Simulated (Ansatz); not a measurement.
# Sn3BC: one candidate of a structure search, part 1 of 2

Aim: relax a trial structure of Sn3BC and see where it ends.

Program: Ansatz 0.2.0. Level of theory: DFT PBE, scalar-relativistic, plane waves, PAW. These are calculated values, not measurements.

## (1) The system as given

The structure is cubic, space group Pm-3m (No. 221). Conventional cell: a = 4.730 Å, b = 4.730 Å, c = 4.730 Å, α = 90.00°, β = 90.00°, γ = 90.00°. Around Sn (site symmetry 4/mmm) lie 2 C at 2.37 Å and 8 Sn at 3.34 Å and 4 B at 3.34 Å. Around B (site symmetry m-3m) lie 12 Sn at 3.34 Å. C (site symmetry m-3m) has 6 Sn at 2.37 Å as nearest neighbours.

Structure file:

```
Sn B C
1.0
     4.73046    0.00000    0.00000
     0.00000    4.73046    0.00000
     0.00000    0.00000    4.73046
Sn B C
3 1 1
Direct
  0.50000 0.50000 0.00000
  0.50000 0.00000 0.50000
  0.00000 0.50000 0.50000
  0.00000 0.00000 0.00000
  0.50000 0.50000 0.50000
```

Recipe of the guess: species swapped into a database cell of Lu3AlN (Pm-3m, No. 221), with Sn on the Lu sites, B on the Al sites and C on the N sites. Lengths come from tabulated atomic sizes and are only a guess.

## (2) A first look at the guess

Contents of input.yaml:

```yaml
crystal:
  lattice:
    - [4.73046355, 0.0, 0.0]
    - [0.0, 4.73046355, 0.0]
    - [0.0, 0.0, 4.73046355]
  atoms:
    - { symbol: Sn, position: [0.5, 0.5, 0.0] }
    - { symbol: Sn, position: [0.5, 0.0, 0.5] }
    - { symbol: Sn, position: [0.0, 0.5, 0.5] }
    - { symbol: B, position: [0.0, 0.0, 0.0] }
    - { symbol: C, position: [0.5, 0.5, 0.5] }
basis:
  ecutwfc: 420
kpoints:
  mp_grid: { grid: [4, 4, 4] }
hamiltonian:
  xc: pbe
scf:
  occupations: { method: gaussian, width: 0.1 }
  lower_state_search: "off"
output:
  forces: true
  stress: true
  eigenvalues: true
```

Run with:

```console
> ansatz run input.yaml --threads 1 --pin off --max-ram 2560MiB --backend cpu --events-out ev --progress --plain --runs-dir out
```

Output (excerpt; [...] marks lines left out):

```text
[...]
SCF converged after 7 iterations
Free energy (F): -18471.866781 eV
[...]
E sigma→0 (E₀):  -18471.856495 eV
Entropy (-TS):   -0.020571 eV (-4.114 meV/atom)
Fermi energy:    8.898881 eV
[...]
--- Forces (eV/Å), atoms counted from 1 ---
  atom   1  Sn    -0.00000000     0.00000000     0.00000000
  atom   2  Sn     0.00000000    -0.00000000     0.00000000
  atom   3  Sn     0.00000000    -0.00000000     0.00000000
  atom   4  B     -0.00000000    -0.00000000     0.00000000
  atom   5  C      0.00000000     0.00000000     0.00000000
[...]
--- Stress (GPa, compression-positive) ---
       -0.108042       0.000000       0.000000
        0.000000      -0.108042      -0.000000
        0.000000       0.000000      -0.108042
  P = ⅓ Tr σ = -0.1080 GPa (-1.080 kbar)
--- Band table (eV; the first three rows and the last of 10) ---
[...]
```

Run time: 4 s. Hardware: 1 thread of Arm Neoverse N1, shared host; peak memory 0.34 GiB.

Read-out: pressure -0.1 GPa, largest force 0.00 eV/Å, gap on this mesh none (metal). The coarse relaxation is skipped.

## (3) Full relaxation

Edit input.yaml of step 2 so:

```diff
@@ -14,3 +14,3 @@
 kpoints:
-  mp_grid: { grid: [4, 4, 4] }
+  mp_grid: { grid: [8, 8, 8] }
 hamiltonian:
@@ -19,3 +19,2 @@
   occupations: { method: gaussian, width: 0.1 }
-  lower_state_search: "off"
 output:
@@ -24 +23,10 @@
   eigenvalues: true
+  write_density: true
+  write_potential: true
+  elf: true
+  volumetric_format: npy
+relax:
+  adjacent_minimum: "off"
+  f_tol: 0.01
+  max_steps: 80
+  cell: { stress_tol: 0.05 }
```

Run with:

```console
> ansatz run input.yaml --threads 1 --pin off --max-ram 2560MiB --backend cpu --events-out ev --progress --plain --runs-dir out
```

Output:

```text
Warning: RAYON_NUM_THREADS=1 ignored (pool sized by the plan → 1); use --threads N
Engine: ansatz 0.2.0, aarch64-unknown-linux-gnu
Pseudopotentials: kind: paw
Pseudopotential: Sn, paw, valence charge 14, recommended cutoff 420 eV (normal), Sn.paw.azcp
Pseudopotential: B, paw, valence charge 3, recommended cutoff 420 eV (normal), B.paw.azcp
Pseudopotential: C, paw, valence charge 4, recommended cutoff 420 eV (normal), C.paw.azcp
Functional definition: PBE
  parameter kappa = 0.804
  parameter beta = 0.06672455060314922
  exchange = pbe_x(kappa = kappa, mu = beta*pi^2/3)
  correlation = pbe_c(beta = beta)
Crystal: 5 atoms, lattice volume = 105.855 Å³
Basis set: ecut = 420 eV, 2103 PW (Γ), exchange–correlation on 64×64×64 points (8 copies of the dense FFT grid, shifted against one another)
Bands: 30, of which v1, the nominal top of the filled ones, is band 25 counted from 1 (24 counted from 0)
Symmetry: 48 space group operations
Space group: Pm-3m (ITA 221), of the structure as read, at distance tolerance 4.7e-5 Å
k-points: 35 of 512
Non-local potential: Sn, projectors of the file, l = 0: 2, l = 1: 2, l = 2: 2, l = 3: 2
Non-local potential: B, projectors of the file, l = 0: 2, l = 1: 2, l = 2: 1
Non-local potential: C, projectors of the file, l = 0: 2, l = 1: 2, l = 2: 1
PAW form: soft (Blöchl's): semilocal exchange-correlation on the pseudo side does not see the compensation charge
PAW one-centre angular grid: Sn, 590 points (default); XC on 64 Gauss nodes
PAW one-centre angular grid: B, 110 points (default); XC on 64 Gauss nodes
PAW one-centre angular grid: C, 110 points (default); XC on 64 Gauss nodes
Initial density: superposition of atomic densities (neutral atoms: chi_scale 0, normalization atom), corrected by the library's trained network
Initial wavefunctions: pseudopotential atomic-orbital guess
Functional: x = pbe(κ = 0.804, μ = 0.2195149727645171), c = pbe(β = 0.06672455060314922)
SCF iter   1: F=—  HF=-18471.844601 eV  |F-HF|=—  |Δ(HF+E_count)|=         —  Δρ=1.59e-2  dr2=7.80e-1  ethr=1.77e-3  ⟨swp⟩=6.6  Hψ=4519  notcnv=0
preconditioner: auto → Kerker (q_TF=auto, 2.400 Å⁻¹)  [metal: Δε(μ)=0.004 eV  Ē_g=17.058 eV  σ=0.100 eV  W_gap=0.02  n_scr=26 (ndim 8)  ℏωp=25.3 eV  f_vac=0.000  D(μ)=3.29/eV (n_scr^D=26)]
SCF iter   2: F=—  HF=-18471.722720 eV  |F-HF|=—  |Δ(HF+E_count)|=   1.22e-1  Δρ=3.75e-3  dr2=4.16e-2  ethr=1.59e-3  ⟨swp⟩=2.2  Hψ=1516  notcnv=0  defer=19
SCF iter   3: F=—  HF=-18471.716456 eV  |F-HF|=—  |Δ(HF+E_count)|=   6.26e-3  Δρ=2.57e-3  dr2=1.38e-2  ethr=8.50e-5  ⟨swp⟩=1.3  Hψ=1049  notcnv=0  defer=23
SCF iter   4: F=—  HF=-18471.712379 eV  |F-HF|=—  |Δ(HF+E_count)|=   4.08e-3  Δρ=5.48e-4  dr2=8.18e-4  ethr=2.82e-5  ⟨swp⟩=2.0  Hψ=1339  notcnv=0  defer=23
SCF iter   5: F=—  HF=-18471.712238 eV  |F-HF|=—  |Δ(HF+E_count)|=   1.41e-4  Δρ=2.06e-4  dr2=4.44e-5  ethr=1.67e-6  ⟨swp⟩=2.9  Hψ=1903  notcnv=0  defer=23
SCF iter   6: F=—  HF=-18471.712260 eV  |F-HF|=—  |Δ(HF+E_count)|=   2.20e-5  Δρ=5.69e-5  dr2=5.26e-6  ethr=9.07e-8  ⟨swp⟩=2.0  Hψ=1234  notcnv=0  defer=24
SCF iter   7: F=—  HF=-18471.712260 eV  |F-HF|=—  |Δ(HF+E_count)|=   3.65e-7  Δρ=2.33e-5  dr2=8.63e-7  ethr=1.07e-8  ⟨swp⟩=2.0  Hψ=1319  notcnv=0  defer=24
SCF iter   8: F=-18471.712260 eV  HF=-18471.712260 eV  |F-HF|=2.00e-8  |Δ(HF+E_count)|=   7.16e-8  Δρ=5.85e-6  dr2=5.95e-8  ethr=2.04e-10  ⟨swp⟩=10.8  Hψ=7022  notcnv=0
SCF 1 converged in 8 iterations: F = -18471.712260 eV  dr2 = 5.95e-8
relax step   1: F+E_penalty+E_count = -18471.71225996 eV  Δ(F+E_penalty+E_count) = +0.000e0 eV  max|allowed force component| = 6.310e-29 eV/Å  Δτ_max = 0.0000 Å  P = -1.952 GPa  Ω = 105.855 Å³  (8 SCF iters, dr2 threshold 1.00e-7 eV, accepted)
Crystal: 5 atoms, lattice volume = 100.785 Å³
Basis set: ecut = 420 eV, 1935 PW (Γ), exchange–correlation on 64×64×64 points (8 copies of the dense FFT grid, shifted against one another)
Initial density: handed on by an earlier stage of this run
Initial wavefunctions: those handed on with the density
iter 1 solved again at ethr=1.09e-4 eV; its pass at ethr=3.10e-3 eV (dr2=5.35e-2 eV) is discarded
SCF iter   1: F=—  HF=-18471.744480 eV  |F-HF|=—  |Δ(HF+E_count)|=         —  Δρ=5.53e-3  dr2=5.45e-2  ethr=1.09e-4  ⟨swp⟩=1.0  Hψ=5691  notcnv=0
preconditioner: auto → Kerker (q_TF=auto, 2.419 Å⁻¹)  [metal: Δε(μ)=0.051 eV  Ē_g=17.275 eV  σ=0.100 eV  W_gap=0.27  n_scr=26 (ndim 8)  ℏωp=25.9 eV  f_vac=0.000  D(μ)=2.89/eV (n_scr^D=18)]
SCF iter   2: F=—  HF=-18471.733445 eV  |F-HF|=—  |Δ(HF+E_count)|=   1.10e-2  Δρ=1.26e-3  dr2=3.18e-3  ethr=1.09e-4  ⟨swp⟩=2.0  Hψ=1351  notcnv=0
SCF iter   3: F=—  HF=-18471.732899 eV  |F-HF|=—  |Δ(HF+E_count)|=   5.46e-4  Δρ=5.88e-4  dr2=4.36e-4  ethr=6.50e-6  ⟨swp⟩=2.0  Hψ=1188  notcnv=0
SCF iter   4: F=—  HF=-18471.732861 eV  |F-HF|=—  |Δ(HF+E_count)|=   3.82e-5  Δρ=1.91e-4  dr2=3.89e-5  ethr=8.91e-7  ⟨swp⟩=1.9  Hψ=1192  notcnv=0
SCF iter   5: F=—  HF=-18471.732860 eV  |F-HF|=—  |Δ(HF+E_count)|=   4.51e-7  Δρ=2.83e-5  dr2=6.62e-7  ethr=7.94e-8  ⟨swp⟩=2.1  Hψ=1344  notcnv=0
SCF iter   6: F=-18471.732860 eV  HF=-18471.732861 eV  |F-HF|=1.05e-7  |Δ(HF+E_count)|=   1.61e-7  Δρ=8.32e-6  dr2=1.38e-7  ethr=1.02e-9  ⟨swp⟩=11.5  Hψ=8142  notcnv=0
SCF 2 converged in 6 iterations: F = -18471.732860 eV  dr2 = 1.38e-7
relax step   2: F+E_penalty+E_count = -18471.73286045 eV  Δ(F+E_penalty+E_count) = -2.060e-2 eV  max|allowed force component| = 2.441e-29 eV/Å  Δτ_max = 0.0000 Å  P = +1.006 GPa  Ω = 100.785 Å³  energy of the carried Pulay correction = +3.336e-3 eV  (6 SCF iters, dr2 threshold 5.00e-7 eV, accepted)
Crystal: 5 atoms, lattice volume = 102.454 Å³
Basis set: ecut = 420 eV, 2007 PW (Γ), exchange–correlation on 64×64×64 points (8 copies of the dense FFT grid, shifted against one another)
iter 1 solved again at ethr=1.21e-5 eV; its pass at ethr=3.10e-3 eV (dr2=5.92e-3 eV) is discarded
SCF iter   1: F=—  HF=-18471.738022 eV  |F-HF|=—  |Δ(HF+E_count)|=         —  Δρ=1.98e-3  dr2=7.20e-3  ethr=1.21e-5  ⟨swp⟩=2.0  Hψ=5552  notcnv=0
preconditioner: auto → Kerker (q_TF=auto, 2.413 Å⁻¹)  [metal: Δε(μ)=0.017 eV  Ē_g=17.271 eV  σ=0.100 eV  W_gap=0.10  n_scr=26 (ndim 8)  ℏωp=25.7 eV  f_vac=0.000  D(μ)=3.27/eV (n_scr^D=26)]
SCF iter   2: F=—  HF=-18471.736601 eV  |F-HF|=—  |Δ(HF+E_count)|=   1.42e-3  Δρ=4.28e-4  dr2=3.71e-4  ethr=1.21e-5  ⟨swp⟩=1.9  Hψ=1301  notcnv=0
SCF iter   3: F=—  HF=-18471.736553 eV  |F-HF|=—  |Δ(HF+E_count)|=   4.81e-5  Δρ=2.06e-4  dr2=5.49e-5  ethr=7.58e-7  ⟨swp⟩=2.0  Hψ=1130  notcnv=0
SCF iter   4: F=—  HF=-18471.736548 eV  |F-HF|=—  |Δ(HF+E_count)|=   5.63e-6  Δρ=6.76e-5  dr2=4.64e-6  ethr=1.12e-7  ⟨swp⟩=1.9  Hψ=1231  notcnv=0
SCF iter   5: F=-18471.736548 eV  HF=-18471.736548 eV  |F-HF|=4.98e-10  |Δ(HF+E_count)|=   8.96e-8  Δρ=1.06e-5  dr2=9.31e-8  ethr=1.02e-9  ⟨swp⟩=12.1  Hψ=8471  notcnv=0
SCF 3 converged in 5 iterations: F = -18471.736548 eV  dr2 = 9.31e-8
relax step   3: F+E_penalty+E_count = -18471.73654760 eV  Δ(F+E_penalty+E_count) = -3.687e-3 eV  max|allowed force component| = 1.813e-29 eV/Å  Δτ_max = 0.0000 Å  P = -0.066 GPa  Ω = 102.454 Å³  energy of the carried Pulay correction = +2.220e-3 eV  (5 SCF iters, dr2 threshold 5.00e-7 eV, accepted)
Crystal: 5 atoms, lattice volume = 102.350 Å³
iter 1 solved again at ethr=4.12e-8 eV; its pass at ethr=3.10e-3 eV (dr2=2.02e-5 eV) is discarded
SCF iter   1: F=—  HF=-18471.736630 eV  |F-HF|=—  |Δ(HF+E_count)|=         —  Δρ=1.16e-4  dr2=2.51e-5  ethr=4.12e-8  ⟨swp⟩=2.0  Hψ=5425  notcnv=0
preconditioner: auto → Kerker (q_TF=auto, 2.413 Å⁻¹)  [metal: Δε(μ)=0.025 eV  Ē_g=17.260 eV  σ=0.100 eV  W_gap=0.14  n_scr=26 (ndim 8)  ℏωp=25.7 eV  f_vac=0.000  D(μ)=3.22/eV (n_scr^D=26)]
SCF iter   2: F=—  HF=-18471.736644 eV  |F-HF|=—  |Δ(HF+E_count)|=   1.38e-5  Δρ=2.61e-5  dr2=1.23e-6  ethr=4.12e-8  ⟨swp⟩=1.9  Hψ=1302  notcnv=0
SCF iter   3: F=—  HF=-18471.736639 eV  |F-HF|=—  |Δ(HF+E_count)|=   4.67e-6  Δρ=1.19e-5  dr2=1.60e-7  ethr=2.51e-9  ⟨swp⟩=2.0  Hψ=1126  notcnv=0
SCF iter   4: F=—  HF=-18471.736639 eV  |F-HF|=—  |Δ(HF+E_count)|=   2.46e-8  Δρ=3.70e-6  dr2=1.15e-8  ethr=3.26e-10  ⟨swp⟩=2.0  Hψ=1243  notcnv=0
SCF iter   5: F=-18471.736639 eV  HF=-18471.736639 eV  |F-HF|=1.46e-11  |Δ(HF+E_count)|=   1.22e-9  Δρ=4.85e-7  dr2=2.29e-10  ethr=2.21e-11  ⟨swp⟩=7.9  Hψ=5885  notcnv=0
SCF 4 converged in 5 iterations: F = -18471.736639 eV  dr2 = 2.29e-10
relax step   4: F+E_penalty+E_count = -18471.73663892 eV  Δ(F+E_penalty+E_count) = -9.132e-5 eV  max|allowed force component| = 1.393e-28 eV/Å  Δτ_max = 0.0000 Å  P = -0.002 GPa  Ω = 102.350 Å³  energy of the carried Pulay correction = +2.289e-3 eV  (5 SCF iters, dr2 threshold 1.09e-8 eV, accepted)
Initial wavefunctions: pseudopotential atomic-orbital guess (no wavefunctions were taken with the density)
iter 1 solved again at ethr=5.18e-7 eV; its pass at ethr=3.10e-3 eV (dr2=2.54e-4 eV) is discarded
SCF iter   1: F=—  HF=-18471.734501 eV  |F-HF|=—  |Δ(HF+E_count)|=         —  Δρ=6.02e-5  dr2=8.32e-7  ethr=5.18e-7  ⟨swp⟩=3.0  Hψ=7009  notcnv=0
preconditioner: auto → Kerker (q_TF=auto, 2.413 Å⁻¹)  [metal: Δε(μ)=0.025 eV  Ē_g=17.261 eV  σ=0.100 eV  W_gap=0.14  n_scr=26 (ndim 8)  ℏωp=25.7 eV  f_vac=0.000  D(μ)=3.22/eV (n_scr^D=26)]
SCF iter   2: F=—  HF=-18471.734518 eV  |F-HF|=—  |Δ(HF+E_count)|=   1.74e-5  Δρ=3.09e-5  dr2=1.50e-7  ethr=1.70e-9  ⟨swp⟩=2.6  Hψ=2000  notcnv=0
SCF iter   3: F=—  HF=-18471.734519 eV  |F-HF|=—  |Δ(HF+E_count)|=   4.89e-7  Δρ=1.20e-5  dr2=3.03e-8  ethr=3.06e-10  ⟨swp⟩=2.2  Hψ=1502  notcnv=0
SCF iter   4: F=—  HF=-18471.734519 eV  |F-HF|=—  |Δ(HF+E_count)|=   7.89e-8  Δρ=1.29e-6  dr2=6.11e-10  ethr=6.18e-11  ⟨swp⟩=2.0  Hψ=1383  notcnv=0
SCF iter   5: F=—  HF=-18471.734519 eV  |F-HF|=—  |Δ(HF+E_count)|=  2.18e-11  Δρ=3.33e-7  dr2=1.12e-10  ethr=1.25e-12  ⟨swp⟩=2.0  Hψ=1913  notcnv=0
SCF iter   6: F=-18471.734519 eV  HF=-18471.734519 eV  |F-HF|=1.09e-11  |Δ(HF+E_count)|=  1.46e-11  Δρ=5.40e-8  dr2=5.55e-12  ethr=1.00e-12  ⟨swp⟩=6.5  Hψ=5090  notcnv=0
SCF 5 converged in 6 iterations: F = -18471.734519 eV  dr2 = 5.55e-12
relax step   5: F+E_penalty+E_count = -18471.73451869 eV  Δ(F+E_penalty+E_count) = +2.120e-3 eV  max|allowed force component| = 8.741e-29 eV/Å  Δτ_max = 0.0000 Å  P = -0.015 GPa  Ω = 102.350 Å³  stress off target by 1.50e-2 GPa  SCF on the basis re-selected at this cell (its energy is not comparable with the rows above)  (6 SCF iters)
basis re-selected at this cell: Δ(F+E_penalty+E_count) = +2.120e-3 eV, ΔP = -0.013 GPa vs the last step (what re-selecting the basis moved, of the pressure what is left beyond the Pulay correction that the steps carried, after the strain that the cell walked since its last selection, with what the two solves' SCF thresholds leave and, on support functions, any second-order correction that the steps lacked; it is no measure of the basis error at this ecutwfc). This SCF's stress stands 1.50e-2 GPa from its target on what of the cell is left free (relax.cell.stress_tol is 5.00e-2 GPa) and its largest allowed force component is 8.74e-29 eV/Å (relax.f_tol is 1.00e-2 eV/Å): within both
SCF converged after 6 iterations
Free energy (F): -18471.734519 eV
Harris-Foulkes:  -18471.734519 eV  (|F-HF|=1.09e-11)
Internal energy: -18471.718418 eV  (E = F + TS)
E sigma→0 (E₀):  -18471.726468 eV
Entropy (-TS):   -0.016101 eV (-3.220 meV/atom)
Fermi energy:    9.830973 eV
--- Per-component energies (eV) ---
  E_band       = -268.484157
  E_kinetic    = 677.372656
  E_local      = -3060.755985  (includes V_loc(G=0)·N_el)
  E_nonlocal   = -54.452770
  E_hartree    = 1809.749885
  E_xc         = -1222.653608
  E_vxc        = -378.770190  (∫ρ·V_xc dr)
  E_paw        = -12584.317874  (= ΣΔE_a)
  E_vpaw       = -1071.377742  (= ΣTr[D̂ρ^β])
  E_aug_tail   = 0.000002  (compensation charges beyond the density's cutoff)
  E_ewald      = -4036.660724
  E_smearing   = -0.016101  (= −TS)
  E_closure    = -0.000000  (closes the sum)
  Σ components = -18471.734519   (vs F -18471.734519, Δ=0.00e0)
--- Forces (eV/Å), atoms counted from 1 ---
  atom   1  Sn    -0.00000000     0.00000000     0.00000000
  atom   2  Sn     0.00000000     0.00000000     0.00000000
  atom   3  Sn     0.00000000    -0.00000000    -0.00000000
  atom   4  B      0.00000000     0.00000000    -0.00000000
  atom   5  C      0.00000000     0.00000000     0.00000000
  max |Σ_I F_I| component: 1.52e-28 eV/Å
--- Stress (GPa, compression-positive) ---
       -0.015016      -0.000000      -0.000000
       -0.000000      -0.015016      -0.000000
       -0.000000      -0.000000      -0.015016
  P = ⅓ Tr σ = -0.0150 GPa (-0.150 kbar)
--- Band table (eV; the first three rows and the last of 35) ---
  k-point 0: bands = ["-12.1855", "-12.0355", "-12.0355", "-12.0355", "-11.9567", "-11.9567", "-11.8781", "-11.8781", "-11.8781", "-11.8402", "-11.8402", "-11.8087", "-11.7570", "-11.7570", "-11.7570", "-3.5157", "3.2007", "4.1716", "4.1716", "4.1716", "4.9851", "4.9851", "7.8184", "9.4392", "9.4392", "9.4392", "12.4523", "12.4523", "12.4523", "14.6565"]
  k-point 1: bands = ["-12.1731", "-12.0342", "-12.0260", "-12.0260", "-11.9560", "-11.9515", "-11.8794", "-11.8784", "-11.8784", "-11.8494", "-11.8400", "-11.8134", "-11.7680", "-11.7680", "-11.7569", "-3.4609", "2.5939", "3.8701", "4.2386", "4.2386", "5.0293", "6.1156", "7.4408", "9.3861", "9.3861", "9.9127", "11.9671", "12.1692", "12.1692", "14.4536"]
  k-point 2: bands = ["-12.1394", "-12.0310", "-11.9987", "-11.9987", "-11.9545", "-11.9373", "-11.8827", "-11.8794", "-11.8794", "-11.8755", "-11.8397", "-11.8264", "-11.7987", "-11.7987", "-11.7569", "-3.3138", "1.5507", "3.9985", "4.4136", "4.4136", "5.1437", "6.3701", "8.2364", "9.1809", "9.1809", "10.7289", "11.1183", "11.8100", "11.8100", "13.9519"]
  k-point 34: bands = ["-12.0153", "-12.0153", "-12.0153", "-11.9679", "-11.9679", "-11.9679", "-11.9546", "-11.8582", "-11.8582", "-11.8562", "-11.8562", "-11.8562", "-11.7894", "-11.7894", "-11.7894", "-2.3793", "1.8136", "1.8136", "1.8136", "4.7863", "5.8435", "5.8435", "5.8435", "11.3764", "11.3764", "11.3764", "13.0916", "13.6899", "13.6899", "13.6899"]
--- Relaxed structure (4 steps of the walk, 4 accepted, 1 SCFs on fresh bases) ---
  F+E_penalty+E_count = -18471.73451869 eV   max|allowed force component| = 8.741e-29 eV/Å   (the final SCF, on the basis selected at the relaxed cell)
  cell:  # Å, volume = 102.3498 Å³
    - [4.677663026701121, 9.62964972193618e-35, 8.987673073807101e-34]
    - [9.62964972193618e-35, 4.677663026701121, 3.209883240645393e-35]
    - [8.987673073807101e-34, 3.209883240645393e-35, 4.677663026701121]
  atoms:
    - { symbol: Sn, position: [0.49999999999999994, 0.49999999999999994, -2.332535389510289e-37] }
    - { symbol: Sn, position: [0.49999999999999994, -1.3783163665683664e-36, 0.49999999999999994] }
    - { symbol: Sn, position: [7.209654840688047e-36, 0.49999999999999994, 0.49999999999999994] }
    - { symbol: B, position: [-2.0992818507356816e-35, -1.9614502139907017e-36, -7.421703511587541e-38] }
    - { symbol: C, position: [0.49999999999999994, 0.49999999999999994, 0.49999999999999994] }
```

Run time: 69 s. Hardware: 1 thread of Arm Neoverse N1, shared host; peak memory 0.4 GiB.

The steps of the relaxation:

```
step  E - E(step 1) (eV/cell)  largest force component (eV/Å)  pressure (GPa)  volume (Å³)
   1                   0.0000                          0.0000           -1.95       105.85
   2                  -0.0206                          0.0000            1.01       100.78
   3                  -0.0243                          0.0000           -0.07       102.45
   4                  -0.0244                          0.0000            0.00       102.35
   5                  -0.0223                          0.0000           -0.02       102.35
```

Step 1 is the start. Step 5 repeats the geometry before it on a plane-wave basis chosen anew for that cell, so its energy need not be comparable with the rows above.

|  | before | after | change |
| --- | --- | --- | --- |
| a (Å) | 4.730 | 4.678 | -1.1 % |
| b (Å) | 4.730 | 4.678 | -1.1 % |
| c (Å) | 4.730 | 4.678 | -1.1 % |
| volume (Å³/atom) | 21.17 | 20.47 | -3.3 % |
| shortest distance (Å) | 2.365 | 2.339 | -1.1 % |
| space group (0.01 Å) | Pm-3m | Pm-3m | same |

Forces and stress were held to the start's 48 operations: a distortion of lower symmetry was not tested.

Density in a lattice plane of the grid's cell (edges 4.68 and 4.68 Å, at 0.500 of the third edge), which holds Sn and C.

Values in e/Å³, 12 rows by 12 columns:
```
 0.06  0.07  0.10  0.22  0.87  4.18  8.11  4.18  0.87  0.22  0.10  0.07
 0.10  0.10  0.11  0.16  0.35  0.89  1.39  0.89  0.35  0.16  0.11  0.10
 0.27  0.22  0.16  0.15  0.22  0.37  0.47  0.37  0.22  0.15  0.16  0.22
 1.36  0.87  0.35  0.22  0.31  0.56  0.75  0.56  0.31  0.22  0.35  0.87
 8.07  4.18  0.89  0.37  0.56  1.22  1.57  1.22  0.56  0.37  0.89  4.18
16.59  8.11  1.39  0.47  0.75  1.57  1.56  1.57  0.75  0.47  1.39  8.11
 8.07  4.18  0.89  0.37  0.56  1.22  1.57  1.22  0.56  0.37  0.89  4.18
 1.36  0.87  0.35  0.22  0.31  0.56  0.75  0.56  0.31  0.22  0.35  0.87
 0.27  0.22  0.16  0.15  0.22  0.37  0.47  0.37  0.22  0.15  0.16  0.22
 0.10  0.10  0.11  0.16  0.35  0.89  1.39  0.89  0.35  0.16  0.11  0.10
 0.06  0.07  0.10  0.22  0.87  4.18  8.11  4.18  0.87  0.22  0.10  0.07
 0.05  0.06  0.10  0.27  1.36  8.07 16.59  8.07  1.36  0.27  0.10  0.06
```
Columns run along the first of these edges and rows up along the second, over one cell in 12 and 12 even steps from the bottom left corner. Atoms in the plane (fractional): Sn at (0.50, 1.00), Sn at (0.00, 0.50), C at (0.50, 0.50).

ELF in the same plane.

Ten even steps from '0' (0.00) to '9' (0.79):
```
111234444200000244443211
222233334311011343333222
332223333332223333332223
443322233333333333222334
444332223344444332223344
444333334677877643333344
233433346899999864333433
012333468998889986433321
000233479984248997433200
000133479971017997433100
000233479984248997433200
012333468998889986433321
233433346899999864333433
444333334677877643333344
444332223344444332223344
443322233333333333222334
332223333332223333332223
222233334311011343333222
111234444200000244443211
111234443100000134443211
```
Columns run along the first of these edges and rows up along the second, over one cell in 24 and 20 even steps from the bottom left corner. Atoms in the plane (fractional): Sn at (0.50, 1.00), Sn at (0.00, 0.50), C at (0.50, 0.50).

Both are smooth fields of the valence electrons: close to the nuclei they are not physical.

Outside the cores ELF peaks at 0.83 in the shell around B, 0.8 Å from B; 0.79 in the shell around C, 0.6 Å from C.

(Continued in part 2 of 2.)
